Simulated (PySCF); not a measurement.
# K³⁺ (triplet): basis, grid and Hamiltonian

Which parts of the numerical set-up matter for K³⁺ (triplet)? Each run edits the base script.

The runs use PySCF 2.14.0; each script names its method and basis.

1 further run of the same task is left out (it didn't finish).

### Step 1. The atom

K³⁺ (triplet): 1 atom, charge 3, spin multiplicity 3.

### Step 2. Base script

input.py reads:

```python
from pyscf import gto, dft

mol = gto.M(
    atom='K 0 0 0',
    basis='def2-qzvp',
    charge=3,
    spin=2,
    symmetry=True,
    verbose=4,
)
mf = dft.UKS(mol, xc='m06l')
mf.kernel()
mf.dip_moment()
print('orbital energies (hartree):', [e[max(0, n-3):n+3].round(4) for e, n in zip(mf.mo_energy, mol.nelec)])
```

The run is started by

```bash
$ OMP_NUM_THREADS=1 python input.py
```

Its log is not repeated here.

It gives: E(SCF) = -596.903372 Eh, 6 cycles, ⟨S²⟩ = 2.001.

The triplet is typed in the script; nothing here shows that it is the ground state.

### Step 3. Density fitting def2-universal-jkfit

Variant 1 changes density fitting: none → def2-universal-jkfit.

input.py reads:

```python
from pyscf import gto, dft

mol = gto.M(
    atom='K 0 0 0',
    basis='def2-qzvp',
    charge=3,
    spin=2,
    symmetry=True,
    verbose=4,
)
mf = dft.UKS(mol, xc='m06l')
mf = mf.density_fit(auxbasis='def2-universal-jkfit')
mf.kernel()
mf.dip_moment()
print('orbital energies (hartree):', [e[max(0, n-3):n+3].round(4) for e, n in zip(mf.mo_energy, mol.nelec)])
```

The run is started by

```bash
$ OMP_NUM_THREADS=1 python input.py
```

### Step 4. Ano-rcc-vdzp (X2C on)

Variant 2 changes basis set: def2-qzvp → ano-rcc-vdzp; spin-free X2C: off → on.

Edit input.py of step 2 so:

```diff
@@ -4,3 +4,3 @@
     atom='K 0 0 0',
-    basis='def2-qzvp',
+    basis='ano-rcc-vdzp',
     charge=3,
@@ -11,2 +11,3 @@
 mf = dft.UKS(mol, xc='m06l')
+mf = mf.sfx2c1e()
 mf.kernel()
```

### Step 5. Cc-pvdz-dk (X2C on)

Variant 3 changes basis set: def2-qzvp → cc-pvdz-dk; spin-free X2C: off → on.

Edit input.py of step 2 so:

```diff
@@ -4,3 +4,3 @@
     atom='K 0 0 0',
-    basis='def2-qzvp',
+    basis='cc-pvdz-dk',
     charge=3,
@@ -11,2 +11,3 @@
 mf = dft.UKS(mol, xc='m06l')
+mf = mf.sfx2c1e()
 mf.kernel()
```

### Step 6. Lanl2dz (core potential on)

Variant 4 changes basis set: def2-qzvp → lanl2dz; core potential: off → on. The core potential changes with it: totals don't compare.

Edit input.py of step 2 so:

```diff
@@ -4,3 +4,4 @@
     atom='K 0 0 0',
-    basis='def2-qzvp',
+    basis='lanl2dz',
+    ecp={'K': 'lanl2dz'},
     charge=3,
```

Before running it: what results should come out? Wanted: for each run, E(SCF); from base; gap, α spin.

The runs gave:

| run | E(SCF) (hartree) | from base (eV) | cycles | gap, α spin (eV) | functions |
| --- | --- | --- | --- | --- | --- |
| base | -596.903372 | 0 | 6 | 26.75 | 56 |
| density fitting def2-universal-jkfit | -596.903397 | -0.0007 | 6 | 26.75 | 56 |
| ano-rcc-vdzp (X2C on) | -599.192597 | not comparable | 7 | 26.53 | 22 |
| cc-pvdz-dk (X2C on) | -599.062782 | not comparable | 8 | 38.39 | 27 |
| lanl2dz (core potential on) | -24.995116 | not comparable | 5 | 38.97 | 12 |

Total energies from different bases, Hamiltonians or methods carry different errors, so properties are taken as differences within one set-up.
